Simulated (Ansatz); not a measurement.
# AlCl2H3OSi: taking an electron away

Aim: the vertical ionisation energy of AlCl2H3OSi, as cation minus neutral at the neutral's geometry, on several levels, and how well −ε(HOMO) stands in for it.

Method: unrestricted cation, the program's frozen cores in correlated methods; program: Ansatz 0.2.0, Gaussian basis.

The runs, in order: UKS PBE-D4/def2-TZVPP; UKS r2SCAN-D4/def2-TZVPP; UKS PBE0-D4/def2-TZVPP; UKS B3LYP-D4/def2-TZVPP; UKS wB97X-V/def2-TZVPP; UKS wB97M-V/def2-TZVPP; UKS B2PLYP/def2-TZVPP; UHF-CCSD(T)/def2-TZVPP; UHF-MP2/def2-QZVPP; extrapolation to the limit; then −ε(HOMO) from the neutral's earlier runs with LDA (SPW92), PBE-D4, revPBE-D4, BLYP-D4, r2SCAN-D4, B97M-V, PBE0-D4, B3LYP-D4, r2SCANh-D4, r2SCAN0-D4, HSE06-D4, BHLYP-D4, CAM-B3LYP-D4, LC-ωPBE, ωB97X-V, ωB97M-V.

### 1 The relaxed structure

All runs share one geometry, relaxed beforehand with PBE0-D4 in a triple-zeta def2 set.

8 atoms, charge 0, spin multiplicity 1.

Atoms are counted from 1 here; the program's logs count them from 0.

Bond lengths: Si1–O2 1.630 Å, Si1–H6 1.485 Å, Si1–H7 1.485 Å, Si1–H8 1.485 Å, O2–Al3 1.659 Å, Al3–Cl4 2.073 Å, Al3–Cl5 2.073 Å. Angles: O2–Si1–H6 109.8°, O2–Si1–H7 109.4°, O2–Si1–H8 109.8°, H6–Si1–H7 109.3°, H6–Si1–H8 109.2°, H7–Si1–H8 109.3°, Si1–O2–Al3 179.7°, O2–Al3–Cl4 120.3°, O2–Al3–Cl5 120.3°, Cl4–Al3–Cl5 119.4°.

### 2 Cation, UKS PBE-D4/def2-TZVPP

in.yaml reads:

```yaml
crystal:
  periodic: [false, false, false]
  atoms:
    - {symbol: Si, position_ang: [0.040701, -0.861646, 1.239182]}
    - {symbol: O, position_ang: [0.013407, 0.057988, -0.106107]}
    - {symbol: Al, position_ang: [-0.022839, 0.997646, -1.472439]}
    - {symbol: Cl, position_ang: [-0.792791, 0.241625, -3.242084]}
    - {symbol: Cl, position_ang: [0.702594, 2.938709, -1.426946]}
    - {symbol: H, position_ang: [-0.074054, 0.003385, 2.441156]}
    - {symbol: H, position_ang: [1.319356, -1.615322, 1.295727]}
    - {symbol: H, position_ang: [-1.094274, -1.819484, 1.215611]}
basis:
  gaussian: {orbitals: def2-TZVPP}
total_charge: 1
magnetization: {spin_polarized: true, initial_magnetization: 1}
hamiltonian: {xc: pbe, dispersion: d4}
```

Command:

```console
$ ansatz run in.yaml --threads 2 --pin off --events-out ev --progress --plain --max-ram 22528MiB --backend cpu
```

The runs that follow: Cation, UKS r2SCAN-D4/def2-TZVPP; Cation, UKS PBE0-D4/def2-TZVPP; Cation, UKS B3LYP-D4/def2-TZVPP; Cation, UKS wB97X-V/def2-TZVPP; Cation, UKS wB97M-V/def2-TZVPP; Cation, UKS B2PLYP (frozen core)/def2-TZVPP; Cation, UHF-CCSD(T)/def2-TZVPP; Cation, UHF-MP2/def2-QZVPP.

**Question.** What will the summary of the whole plan be? Wanted: ionisation energy, CCSD(T)/def2-TZVPP; nearest functional by difference; nearest −ε(HOMO); −ε(HOMO) of PBE; T1 of the cation.

**Answer**, as computed:

| quantity | value |
| --- | --- |
| ionisation energy, CCSD(T)/def2-TZVPP | 11.58 eV |
| nearest functional by difference | ωB97X-V (-0.12 eV) |
| nearest −ε(HOMO) | ωB97X-V (-0.14 eV) |
| −ε(HOMO) of PBE | 7.55 eV |
| T1 of the cation | 0.061 |

**Reading.** By cation minus neutral, the functionals miss by 1.41 eV at most. The PBE orbital energy is 4.0 eV too small: a semilocal HOMO is no ionisation energy. Among orbital estimates ωB97X-V comes nearest. Hartree-Fock falls 0.74 eV short, as the neutral has more correlation energy than the cation. The cation's T1 (from the report) is 0.061, above the customary mark of 0.045 for open shells, so the coupled-cluster value is less safe.
